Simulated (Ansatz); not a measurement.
# CrRu: how the settings move a single-point run

Aim: see which settings change the result for CrRu, by how much, and at what cost.

Computed with Ansatz 0.2.0 (reference: DFT, LDA, PAW with Ansatz's default frozen-core files, scalar-relativistic, unless a step's input says otherwise).

**1. The structure to begin with**

Symmetry: P-6m2, No. 187, hexagonal system. The conventional cell has a = 2.716 Å, b = 2.716 Å, c = 4.301 Å, α = 90.00°, β = 90.00°, γ = 120.00°. Cr (site symmetry -6m2) is surrounded by 6 Ru at 2.66 Å and 6 Cr at 2.72 Å. Ru (site symmetry -6m2) is surrounded by 6 Cr at 2.66 Å and 6 Ru at 2.72 Å.

Coordinates:

```cif
data_structure
_symmetry_space_group_name_H-M 'P-6m2'
_symmetry_Int_Tables_number 187
_cell_length_a 2.7160
_cell_length_b 2.7160
_cell_length_c 4.3007
_cell_angle_alpha 90.000
_cell_angle_beta 90.000
_cell_angle_gamma 120.000
_cell_volume 27.47
loop_
_atom_site_label
_atom_site_type_symbol
_atom_site_symmetry_multiplicity
_atom_site_Wyckoff_symbol
_atom_site_fract_x
_atom_site_fract_y
_atom_site_fract_z
_atom_site_occupancy
Cr1 Cr 1 e 0.66667 0.33333 0.00000 1
Ru1 Ru 1 d 0.33333 0.66667 0.50000 1
```

**2. Reference**

Contents of input.yaml:

```yaml
crystal:
  lattice:
    - [2.7159912304, 0.0, 0.0]
    - [-1.3579956152, 2.352117402, 0.0]
    - [0.0, 0.0, 4.3007411596]
  atoms:
    - { symbol: Cr, position: [0.6666666667, 0.3333333333, 0.0], spin: 3.0 }
    - { symbol: Ru, position: [0.3333333333, 0.6666666667, 0.5], spin: 1.5 }
magnetization:
  spin_polarized: true
kpoints:
  mp_grid: { grid: [12, 12, 7] }
scf:
  occupations: { method: fermi_dirac, width: 0.1 }
  lower_state_search: "off"
hamiltonian:
  xc: lda
  pseudopotentials: { kind: paw }
output:
  forces: true
  stress: true
  eigenvalues: true
  populations: true
```

Run with:

```sh
$ ansatz run input.yaml --threads 1 --pin off --max-ram 3072MiB --backend cpu --events-out ev --progress --plain --runs-dir out
```

**3. Changing settings: n_extra_bands 16, scf.algorithm direct_min**

Changes to input.yaml since step 2:

```diff
@@ -15,2 +15,4 @@
   lower_state_search: "off"
+  n_extra_bands: 16
+  algorithm: direct_min
 hamiltonian:
```

Q: Predict the outcome of this session. Wanted: for each run, ending; energy change; pressure; gap; force.

The runs gave:

```
                                          run     ending  energy change  pressure (GPa)  gap (eV)  force (eV/Å)  cycles  time
                                    reference  converged              0           -29.3      0.00          0.00      24  24 s
1: n_extra_bands 16, scf.algorithm direct_min  converged   0.0 meV/atom           -29.3      0.00          0.00      17  51 s
```

Residual by cycle in the longest SCF loop of each run; runs are numbered as in the table. The quantity is the density residual dr2, in eV.

```
cycle  reference    run 1
    1       14.6     14.6
    3         23     23.9
    5     0.0189   0.0461
    7    0.00641   0.0115
    9     8.6e-5   9.7e-4
   11    0.00115   4.7e-4
   14     2.1e-4   4.4e-6
   16    0.00246  1.2e-10
   18     3.1e-6        -
   20     1.1e-7        -
   22     4.5e-9        -
   24    1.3e-11        -
```

With the changed band count and solver the energy agrees within 0.5 meV/atom. Cost: 17 SCF cycles against 24, 51 s against 24 s. The structure is not at rest: the sound run finds -29 GPa, so these are no properties of the relaxed crystal. 
